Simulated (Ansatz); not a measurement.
# BHF2 + HCl: a complex and its separated parts

Aim: how far the complex at one end of a reaction step lies below its separated, relaxed parts, level by level.

The runs use Ansatz 0.2.0, Gaussian basis; PBE0-D4/def2-TZVP structures, single points in def2-TZVPP, no counterpoise correction.

Levels: SPW92, PBE-D4, BLYP-D4, r2SCAN-D4, B97M-V, PBE0-D4, B3LYP-D4, r2SCAN0-D4, BHLYP-D4, CAM-B3LYP-D4, wB97X-V, wB97M-V, B2PLYP, PBE-QIDH, RPA on PBE, Hartree-Fock, MP2, CCSD, CCSD(T).

Cores are frozen in the correlated methods. B3LYP uses VWN-RPA correlation. B2PLYP carries no dispersion term here.

94 further runs of the same task are left out: 94 set aside as unsound or not needed.

## (1) Where the work starts

The complex: 6 atoms, charge 0, spin multiplicity 1.

Atoms are counted from 1 here; the program's logs count them from 0.

Bond lengths: B1–F3 1.314 Å, B1–F4 1.314 Å, B1–H6 1.192 Å, Cl2–H5 1.280 Å. Angles: F3–B1–F4 118.1°, F3–B1–H6 120.9°, F4–B1–H6 120.9°.

Geometry (Å):

```
B    -0.1814   -0.6502   -0.8667
Cl    0.2581    1.6526    1.3124
F     0.7897   -0.2019   -1.6303
F    -1.4075   -0.2564   -1.1295
H     0.5044    0.8894    2.3097
H     0.0366   -1.4335    0.0044
```

Its parts: BHF2 holds atoms 1, 3, 4, 6; HCl holds atoms 2, 5. Each part counts its atoms afresh in its own runs.

## (2) Relaxing BHF2 alone

Contents of relax-a/in.yaml:

```yaml
crystal:
  periodic: [false, false, false]
  atoms:
    - {symbol: B, position_ang: [-0.181425, -0.650173, -0.866665]}
    - {symbol: F, position_ang: [0.789737, -0.201902, -1.630336]}
    - {symbol: F, position_ang: [-1.407461, -0.256425, -1.129522]}
    - {symbol: H, position_ang: [0.036556, -1.433515, 0.004401]}
basis:
  gaussian: {orbitals: def2-TZVP}
hamiltonian: {xc: pbe0, dispersion: d4}
relax: {f_tol: 0.005, max_steps: 200}
```

On the command line:

```console
$ ansatz run in.yaml --threads 2 --pin off --events-out ev --progress --plain --max-ram 4352MiB
```

Log, cut to the lines that bear on the results:

```text
Functional definition: PBE0
  name "PBE0"
  cite "Adamo & Barone, J. Chem. Phys. 110, 6158 (1999) doi:10.1063/1.478522"
  cite "Perdew, Burke & Ernzerhof, Phys. Rev. Lett. 77, 3865 (1996) doi:10.1103/PhysRevLett.77.3865"
  parent pbe
[...]
525 factors; their error is unknown
[...]
mean field -6125.84117744 eV, -225.1205110268 hartree, gradient 8.2e-6 eV, S^2 0.000000; 0 other end points of the search recorded, 0 dependent functions left out
[...]
reference -6125.84120124 eV, -225.1205119013 hartree; 12, 12 occupied and 87, 87 virtual orbitals, 525 factors
[...]
525 factors; their error is unknown
[...]
mean field -6125.84377676 eV, -225.1206065499 hartree, gradient 1.4e-5 eV, S^2 0.000000; 1 other end points of the search recorded, 0 dependent functions left out
[...]
reference -6125.84380056 eV, -225.1206074246 hartree; 12, 12 occupied and 87, 87 virtual orbitals, 525 factors
Total energy: -6125.86761198 eV, -225.1214824779 hartree
Atom 0 at    -0.183250    -0.661443    -0.875898 Å, force    -0.000338     0.001202    -0.001353 eV/Å
Atom 1 at     0.789574    -0.196803    -1.625773 Å, force     0.000401    -0.000068    -0.000005 eV/Å
Atom 2 at    -1.405578    -0.251275    -1.125426 Å, force    -0.000360    -0.000087     0.000169 eV/Å
Atom 3 at     0.036662    -1.432494     0.004975 Å, force     0.000297    -0.001047     0.001189 eV/Å
Dipole moment:     0.034161    -0.119774     0.136832 e Å
```

Run time: 7 s. Hardware: 2 threads of AMD EPYC 7R43, shared host.

Relaxation path: (the energy doesn't fall at every step)

| step | energy from step 1 (eV) | largest force component (eV/Å) |
| --- | --- | --- |
| 1 | 0.0000 | 0.1903 |
| 2 | 0.3115 | 2.5739 |
| 3 | 0.0000 | 0.1888 |
| 4 | 0.0871 | 1.2564 |
| 5 | -0.0026 | 0.0286 |
| 6 | -0.0026 | 0.0014 |

Distances of close pairs at the start and the end, largest changes first:

| bond | before (Å) | after (Å) | change (Å) |
| --- | --- | --- | --- |
| B1–F3 | 1.314 | 1.313 | -0.001 |
| B1–F2 | 1.314 | 1.313 | -0.001 |
| B1–H4 | 1.192 | 1.191 | -0.000 |

## (3) Relaxing HCl alone

Contents of relax-b/in.yaml:

```yaml
crystal:
  periodic: [false, false, false]
  atoms:
    - {symbol: Cl, position_ang: [0.258119, 1.652571, 1.312408]}
    - {symbol: H, position_ang: [0.504375, 0.889446, 2.309716]}
basis:
  gaussian: {orbitals: def2-TZVP}
hamiltonian: {xc: pbe0, dispersion: d4}
relax: {f_tol: 0.005, max_steps: 200}
```

On the command line:

```console
$ ansatz run in.yaml --threads 2 --pin off --events-out ev --progress --plain --max-ram 4352MiB
```

Log, cut to the lines that bear on the results:

```text
[... 5 set-up lines as earlier in the session ...]
[...]
312 factors; their error is unknown
[...]
mean field -12535.31644667 eV, -460.6643826724 hartree, gradient 4.2e-5 eV, S^2 0.000000; 0 other end points of the search recorded, 0 dependent functions left out
[...]
reference -12535.31647375 eV, -460.6643836677 hartree; 9, 9 occupied and 34, 34 virtual orbitals, 312 factors
Total energy: -12535.32105166 eV, -460.6645519027 hartree
Atom 0 at     0.258199     1.652324     1.312731 Å, force    -0.000003     0.000010    -0.000014 eV/Å
Atom 1 at     0.504295     0.889693     2.309393 Å, force     0.000003    -0.000010     0.000014 eV/Å
Dipole moment:     0.050536    -0.156606     0.204664 e Å
```

Wall time 0.9 s (2 threads of AMD EPYC 7R43, shared host).

Step by step:

| step | energy from step 1 (eV) | largest force component (eV/Å) |
| --- | --- | --- |
| 1 | 0.0000 | 0.0208 |
| 2 | 0.0000 | 0.0085 |
| 3 | 0.0000 | 0.0000 |

The bond:

| bond | before (Å) | after (Å) | change (Å) |
| --- | --- | --- | --- |
| Cl1–H2 | 1.280 | 1.279 | -0.001 |

## (4) SPW92/def2-TZVPP

Contents of parta/in.yaml:

```yaml
crystal:
  periodic: [false, false, false]
  atoms:
    - {symbol: B, position_ang: [-0.183250, -0.661443, -0.875898]}
    - {symbol: F, position_ang: [0.789574, -0.196803, -1.625773]}
    - {symbol: F, position_ang: [-1.405578, -0.251275, -1.125426]}
    - {symbol: H, position_ang: [0.036662, -1.432494, 0.004975]}
basis:
  gaussian: {orbitals: def2-TZVPP}
hamiltonian: {xc: lda}
```

Contents of partb/in.yaml:

```yaml
crystal:
  periodic: [false, false, false]
  atoms:
    - {symbol: Cl, position_ang: [0.258199, 1.652324, 1.312731]}
    - {symbol: H, position_ang: [0.504295, 0.889693, 2.309393]}
basis:
  gaussian: {orbitals: def2-TZVPP}
hamiltonian: {xc: lda}
```

One command serves all of them, each in its own folder.

On the command line:

```console
$ ansatz run in.yaml --threads 2 --pin off --events-out ev --progress --plain --max-ram 4352MiB
```

Output in parta, cut to the lines that bear on the results:

```text
Functional definition: SPW92
  name "SPW92"
  cite "Dirac, Proc. Camb. Phil. Soc. 26, 376 (1930) doi:10.1017/S0305004100016108"
  cite "Slater, Phys. Rev. 81, 385 (1951) doi:10.1103/PhysRev.81.385"
  cite "Perdew & Wang, Phys. Rev. B 45, 13244 (1992) doi:10.1103/PhysRevB.45.13244"
[...]
540 factors; their error is unknown
[...]
mean field -6089.65060744 eV, -223.7905321101 hartree, gradient 1.2e-5 eV, S^2 0.000000; 0 other end points of the search recorded, 0 dependent functions left out
reference -6089.65063873 eV, -223.7905332598 hartree; 12, 12 occupied and 95, 95 virtual orbitals, 540 factors
Total energy: -6089.65063873 eV, -223.7905332598 hartree
```

Log of partb, cut to the lines that bear on the results:

```text
[... 5 set-up lines as earlier in the session ...]
[...]
353 factors; their error is unknown
[...]
mean field -12498.56388250 eV, -459.3137508510 hartree, gradient 5.7e-5 eV, S^2 0.000000; 0 other end points of the search recorded, 0 dependent functions left out
reference -12498.56390191 eV, -459.3137515643 hartree; 9, 9 occupied and 47, 47 virtual orbitals, 353 factors
Total energy: -12498.56390191 eV, -459.3137515643 hartree
```

They took 0.5 s (parta), 0.25 s (partb) on 2 threads of AMD EPYC 7R43, shared host.

## (5) PBE-D4/def2-TZVPP

The same edit goes into each in.yaml of step 4 (parta, partb):

```diff
-hamiltonian: {xc: lda}
+hamiltonian: {xc: pbe, dispersion: d4}
```

Each run has its own folder and the same command.

On the command line:

```console
$ ansatz run in.yaml --threads 2 --pin off --events-out ev --progress --plain --max-ram 4352MiB
```

parta printed, cut to the lines that bear on the results:

```text
Functional definition: PBE
  name "PBE"
[... 2 set-up lines as earlier in the session ...]
[...]
540 factors; their error is unknown
[...]
mean field -6125.67701842 eV, -225.1144782940 hartree, gradient 4.9e-5 eV, S^2 0.000000; 0 other end points of the search recorded, 0 dependent functions left out
reference -6125.67705252 eV, -225.1144795469 hartree; 12, 12 occupied and 95, 95 virtual orbitals, 540 factors
Total energy: -6125.70636214 eV, -225.1155566558 hartree
```

Log of partb, cut to the lines that bear on the results:

```text
[... 4 set-up lines as earlier in the session ...]
[...]
353 factors; their error is unknown
[...]
mean field -12534.30963339 eV, -460.6273829668 hartree, gradient 8.1e-5 eV, S^2 0.000000; 0 other end points of the search recorded, 0 dependent functions left out
reference -12534.30965430 eV, -460.6273837351 hartree; 9, 9 occupied and 47, 47 virtual orbitals, 353 factors
Total energy: -12534.31531546 eV, -460.6275917790 hartree
```

They took 0.65 s (parta), 0.3 s (partb) on 2 threads of AMD EPYC 7R43, shared host.

## (6) BLYP-D4/def2-TZVPP

The same edit goes into each in.yaml of step 5 (parta, partb):

```diff
-hamiltonian: {xc: pbe, dispersion: d4}
+hamiltonian: {xc: {name: BLYP}, dispersion: d4}
```

Each run has its own folder and the same command.

On the command line:

```console
$ ansatz run in.yaml --threads 2 --pin off --events-out ev --progress --plain --max-ram 4352MiB
```

parta printed, cut to the lines that bear on the results:

```text
Functional definition: BLYP
  name "BLYP"
  cite "Becke, Phys. Rev. A 38, 3098 (1988) doi:10.1103/PhysRevA.38.3098"
  cite "Lee, Yang & Parr, Phys. Rev. B 37, 785 (1988) doi:10.1103/PhysRevB.37.785"
[...]
540 factors; their error is unknown
[...]
mean field -6131.39892667 eV, -225.3247545436 hartree, gradient 6.4e-6 eV, S^2 0.000000; 0 other end points of the search recorded, 0 dependent functions left out
reference -6131.39918635 eV, -225.3247640866 hartree; 12, 12 occupied and 95, 95 virtual orbitals, 540 factors
Total energy: -6131.46839919 eV, -225.3273076115 hartree
```

partb printed, cut to the lines that bear on the results:

```text
[... 4 set-up lines as earlier in the session ...]
[...]
353 factors; their error is unknown
[...]
mean field -12539.38861120 eV, -460.8140319588 hartree, gradient 4.5e-5 eV, S^2 0.000000; 0 other end points of the search recorded, 0 dependent functions left out
reference -12539.38881552 eV, -460.8140394674 hartree; 9, 9 occupied and 47, 47 virtual orbitals, 353 factors
Total energy: -12539.40230467 eV, -460.8145351845 hartree
```

Times: 0.8 s (parta), 0.3 s (partb) on 2 threads of AMD EPYC 7R43, shared host.

## (7) r2SCAN-D4/def2-TZVPP

Each input of step 6 (parta, partb) changes in the same lines:

```diff
-hamiltonian: {xc: {name: BLYP}, dispersion: d4}
+hamiltonian: {xc: r2scan, dispersion: d4}
```

The same command starts each run, in its folder.

On the command line:

```console
$ ansatz run in.yaml --threads 2 --pin off --events-out ev --progress --plain --max-ram 4352MiB
```

parta printed, cut to the lines that bear on the results:

```text
Functional definition: r2SCAN
  name "r2SCAN"
  cite "Furness, Kaplan, Ning, Perdew & Sun, J. Phys. Chem. Lett. 11, 8208 (2020) doi:10.1021/acs.jpclett.0c02405"
  cite "Furness, Kaplan, Ning, Perdew & Sun, J. Phys. Chem. Lett. 11, 9248 (2020) doi:10.1021/acs.jpclett.0c03077"
  parent r2scan
[...]
540 factors; their error is unknown
[...]
mean field -6129.34432640 eV, -225.2492493763 hartree, gradient 8.2e-6 eV, S^2 0.000000; 0 other end points of the search recorded, 0 dependent functions left out
reference -6129.34433589 eV, -225.2492497251 hartree; 12, 12 occupied and 95, 95 virtual orbitals, 540 factors
Total energy: -6129.35102691 eV, -225.2494956158 hartree
```

partb printed, cut to the lines that bear on the results:

```text
[... 5 set-up lines as earlier in the session ...]
[...]
353 factors; their error is unknown
[...]
mean field -12538.62224982 eV, -460.7858686975 hartree, gradient 3.1e-5 eV, S^2 0.000000; 0 other end points of the search recorded, 0 dependent functions left out
reference -12538.62225515 eV, -460.7858688934 hartree; 9, 9 occupied and 47, 47 virtual orbitals, 353 factors
Total energy: -12538.62352110 eV, -460.7859154162 hartree
```

They took 1.5 s (parta), 0.7 s (partb) on 2 threads of AMD EPYC 7R43, shared host.

## (8) B97M-V/def2-TZVPP

Each input of step 7 (parta, partb) changes in the same lines:

```diff
-hamiltonian: {xc: r2scan, dispersion: d4}
+hamiltonian: {xc: {name: B97M-V}}
```

The same command starts each run, in its folder.

On the command line:

```console
$ ansatz run in.yaml --threads 2 --pin off --events-out ev --progress --plain --max-ram 4352MiB
```

Output in parta, cut to the lines that bear on the results:

```text
Functional definition: B97M-V
  name "B97M-V"
  cite "Mardirossian & Head-Gordon, J. Chem. Phys. 142, 074111 (2015) doi:10.1063/1.4907719"
  cite "Becke, J. Chem. Phys. 107, 8554 (1997) doi:10.1063/1.475007"
  cite "Vydrov & Van Voorhis, J. Chem. Phys. 133, 244103 (2010) doi:10.1063/1.3521275"
  # Of w^i u^j: cxij and so on, Table III.
[...]
  gx(w, u) = cx00 + cx01*u + cx02*u^2 + (cx10 + cx11*u)*w
[...]
  gos(w, u) = cos00 + cos01*u + cos03*u^3 + cos10*w + cos32*w^3*u^2
[...]
      + integral(e_c_pw_mod_opposite_spin*gos(b97_w_opposite, b97_u_opposite)) + vv10(b, c)
540 factors; their error is unknown
[...]
mean field -6130.36063265 eV, -225.2865979421 hartree, gradient 6.9e-5 eV, S^2 0.000000; 0 other end points of the search recorded, 0 dependent functions left out
reference -6130.36068022 eV, -225.2865996903 hartree; 12, 12 occupied and 95, 95 virtual orbitals, 540 factors
Total energy: -6130.36068022 eV, -225.2865996903 hartree
```

partb printed, cut to the lines that bear on the results:

```text
[... 5 set-up lines as earlier in the session ...]
  # Of w^i u^j: cxij and so on, Table III.
[...]
  gx(w, u) = cx00 + cx01*u + cx02*u^2 + (cx10 + cx11*u)*w
[...]
  gos(w, u) = cos00 + cos01*u + cos03*u^3 + cos10*w + cos32*w^3*u^2
[...]
      + integral(e_c_pw_mod_opposite_spin*gos(b97_w_opposite, b97_u_opposite)) + vv10(b, c)
353 factors; their error is unknown
[...]
mean field -12536.22648118 eV, -460.6978258238 hartree, gradient 1.2e-5 eV, S^2 0.000000; 0 other end points of the search recorded, 0 dependent functions left out
reference -12536.22650931 eV, -460.6978268574 hartree; 9, 9 occupied and 47, 47 virtual orbitals, 353 factors
Total energy: -12536.22650931 eV, -460.6978268574 hartree
```

They took 2.5 s (parta), 0.85 s (partb) on 2 threads of AMD EPYC 7R43, shared host.

## (9) PBE0-D4/def2-TZVPP

Each input of step 8 (parta, partb) changes in the same lines:

```diff
-hamiltonian: {xc: {name: B97M-V}}
+hamiltonian: {xc: pbe0, dispersion: d4}
+output: {orbitals: {seedname: orbitals}}
```

Each run has its own folder and the same command.

On the command line:

```console
$ ansatz run in.yaml --threads 2 --pin off --events-out ev --progress --plain --max-ram 4352MiB
```

parta printed, cut to the lines that bear on the results:

```text
[... 5 set-up lines as earlier in the session ...]
[...]
540 factors; their error is unknown
[...]
mean field -6125.84932043 eV, -225.1208102762 hartree, gradient 3.1e-5 eV, S^2 0.000000; 0 other end points of the search recorded, 0 dependent functions left out
reference -6125.84934424 eV, -225.1208111509 hartree; 12, 12 occupied and 95, 95 virtual orbitals, 540 factors
Total energy: -6125.87315565 eV, -225.1216862042 hartree
```

Log of partb, cut to the lines that bear on the results:

```text
[... 5 set-up lines as earlier in the session ...]
[...]
384 factors; their error is unknown
[...]
mean field -12535.34597543 eV, -460.6654678345 hartree, gradient 3.6e-5 eV, S^2 0.000000; 0 other end points of the search recorded, 0 dependent functions left out
reference -12535.34599108 eV, -460.6654684094 hartree; 9, 9 occupied and 47, 47 virtual orbitals, 384 factors
Total energy: -12535.35056899 eV, -460.6656366444 hartree
```

Wall times: 0.8 s (parta), 0.35 s (partb) on 2 threads of AMD EPYC 7R43, shared host.

## (10) B3LYP-D4/def2-TZVPP

Each input of step 9 (parta, partb) changes in the same lines:

```diff
-hamiltonian: {xc: pbe0, dispersion: d4}
-output: {orbitals: {seedname: orbitals}}
+hamiltonian: {xc: {name: B3LYP}, dispersion: d4}
```

Each run has its own folder and the same command.

On the command line:

```console
$ ansatz run in.yaml --threads 2 --pin off --events-out ev --progress --plain --max-ram 4352MiB
```

parta printed, cut to the lines that bear on the results:

```text
Functional definition: B3LYP
  name "B3LYP"
  cite "Stephens, Devlin, Chabalowski & Frisch, J. Phys. Chem. 98, 11623 (1994) doi:10.1021/j100096a001"
[... 2 set-up lines as earlier in the session ...]
  cite "Vosko, Wilk & Nusair, Can. J. Phys. 58, 1200 (1980) doi:10.1139/p80-159"
[...]
540 factors; their error is unknown
[...]
mean field -6132.27667271 eV, -225.3570111157 hartree, gradient 2.1e-5 eV, S^2 0.000000; 0 other end points of the search recorded, 0 dependent functions left out
reference -6132.27686216 eV, -225.3570180778 hartree; 12, 12 occupied and 95, 95 virtual orbitals, 540 factors
Total energy: -6132.32426480 eV, -225.3587600926 hartree
```

Output in partb, cut to the lines that bear on the results:

```text
[... 6 set-up lines as earlier in the session ...]
[...]
372 factors; their error is unknown
[...]
mean field -12539.99363317 eV, -460.8362661061 hartree, gradient 4.5e-5 eV, S^2 0.000000; 0 other end points of the search recorded, 0 dependent functions left out
reference -12539.99378523 eV, -460.8362716940 hartree; 9, 9 occupied and 47, 47 virtual orbitals, 372 factors
Total energy: -12540.00297185 eV, -460.8366092961 hartree
```

Times: 1 s (parta), 0.35 s (partb) on 2 threads of AMD EPYC 7R43, shared host.

## (11) r2SCAN0-D4/def2-TZVPP

Each input of step 10 (parta, partb) changes in the same lines:

```diff
-hamiltonian: {xc: {name: B3LYP}, dispersion: d4}
+hamiltonian: {xc: {name: r2SCAN0}, dispersion: d4}
```

Each run has its own folder and the same command.

On the command line:

```console
$ ansatz run in.yaml --threads 2 --pin off --events-out ev --progress --plain --max-ram 4352MiB
```

Output in parta, cut to the lines that bear on the results:

```text
Functional definition: r2SCAN0
  name "r2SCAN0"
  cite "Bursch, Neugebauer, Ehlert & Grimme, J. Chem. Phys. 156, 134105 (2022) doi:10.1063/5.0086040"
[... 3 set-up lines as earlier in the session ...]
[...]
540 factors; their error is unknown
[...]
mean field -6128.61338150 eV, -225.2223876466 hartree, gradient 4.8e-5 eV, S^2 0.000000; 0 other end points of the search recorded, 0 dependent functions left out
reference -6128.61338859 eV, -225.2223879075 hartree; 12, 12 occupied and 95, 95 virtual orbitals, 540 factors
Total energy: -6128.62104491 eV, -225.2226692719 hartree
```

partb printed, cut to the lines that bear on the results:

```text
[... 6 set-up lines as earlier in the session ...]
[...]
384 factors; their error is unknown
[...]
mean field -12538.53747091 eV, -460.7827531301 hartree, gradient 4.5e-6 eV, S^2 0.000000; 0 other end points of the search recorded, 0 dependent functions left out
reference -12538.53747517 eV, -460.7827532864 hartree; 9, 9 occupied and 47, 47 virtual orbitals, 384 factors
Total energy: -12538.53892869 eV, -460.7828067024 hartree
```

Times: 1.4 s (parta), 0.65 s (partb) on 2 threads of AMD EPYC 7R43, shared host.

## (12) BHLYP-D4/def2-TZVPP

The same edit goes into each in.yaml of step 11 (parta, partb):

```diff
-hamiltonian: {xc: {name: r2SCAN0}, dispersion: d4}
+hamiltonian: {xc: {name: BHLYP}, dispersion: d4}
```

Each run has its own folder and the same command.

On the command line:

```console
$ ansatz run in.yaml --threads 2 --pin off --events-out ev --progress --plain --max-ram 4352MiB
```

parta printed, cut to the lines that bear on the results:

```text
Functional definition: BHLYP
  name "BHLYP"
  cite "Becke, J. Chem. Phys. 98, 1372 (1993) doi:10.1063/1.464304"
[... 2 set-up lines as earlier in the session ...]
[...]
618 factors; their error is unknown
[...]
mean field -6129.90768648 eV, -225.2699524775 hartree, gradient 8.3e-5 eV, S^2 0.000000; 0 other end points of the search recorded, 0 dependent functions left out
reference -6129.90780901 eV, -225.2699569805 hartree; 12, 12 occupied and 95, 95 virtual orbitals, 618 factors
Total energy: -6129.93912940 eV, -225.2711079835 hartree
```

Output in partb, cut to the lines that bear on the results:

```text
[... 5 set-up lines as earlier in the session ...]
[...]
403 factors; their error is unknown
[...]
mean field -12539.47115103 eV, -460.8170652415 hartree, gradient 2.7e-5 eV, S^2 0.000000; 0 other end points of the search recorded, 0 dependent functions left out
reference -12539.47125453 eV, -460.8170690449 hartree; 9, 9 occupied and 47, 47 virtual orbitals, 403 factors
Total energy: -12539.47730094 eV, -460.8172912465 hartree
```

They took 0.8 s (parta), 0.35 s (partb) on 2 threads of AMD EPYC 7R43, shared host.

## (13) CAM-B3LYP-D4/def2-TZVPP

The same edit goes into each in.yaml of step 12 (parta, partb):

```diff
-hamiltonian: {xc: {name: BHLYP}, dispersion: d4}
+hamiltonian: {xc: {name: CAM-B3LYP}, dispersion: d4}
```

One command serves all of them, each in its own folder.

On the command line:

```console
$ ansatz run in.yaml --threads 2 --pin off --events-out ev --progress --plain --max-ram 4352MiB
```

Output in parta, cut to the lines that bear on the results:

```text
Functional definition: CAM-B3LYP
  name "CAM-B3LYP"
  cite "Yanai, Tew & Handy, Chem. Phys. Lett. 393, 51 (2004) doi:10.1016/j.cplett.2004.06.011"
  cite "Iikura, Tsuneda, Yanai & Hirao, J. Chem. Phys. 115, 3540 (2001) doi:10.1063/1.1383587"
[... 2 set-up lines as earlier in the session ...]
[...]
  # Exact exchange under (alpha + beta erf(omega r))/r, Becke's under what is left of 1/r.
[...]
540 factors; their error is unknown
126 factors; integrals over basis functions are off by at most 1.9e-5 eV
[...]
mean field -6130.52162092 eV, -225.2925141519 hartree, gradient 6.4e-5 eV, S^2 0.000000; 0 other end points of the search recorded, 0 dependent functions left out
reference -6130.52171339 eV, -225.2925175502 hartree; 12, 12 occupied and 95, 95 virtual orbitals, 540 factors
Total energy: -6130.54505087 eV, -225.2933751868 hartree
```

partb printed, cut to the lines that bear on the results:

```text
[... 6 set-up lines as earlier in the session ...]
[...]
  # Exact exchange under (alpha + beta erf(omega r))/r, Becke's under what is left of 1/r.
[...]
372 factors; their error is unknown
66 factors; integrals over basis functions are off by at most 7.5e-5 eV
[...]
mean field -12539.88293927 eV, -460.8321981804 hartree, gradient 2.6e-5 eV, S^2 0.000000; 0 other end points of the search recorded, 0 dependent functions left out
reference -12539.88301355 eV, -460.8322009099 hartree; 9, 9 occupied and 47, 47 virtual orbitals, 372 factors
Total energy: -12539.88749518 eV, -460.8323656070 hartree
```

They took 0.85 s (parta), 0.4 s (partb) on 2 threads of AMD EPYC 7R43, shared host.

[end of part 1 of 2]
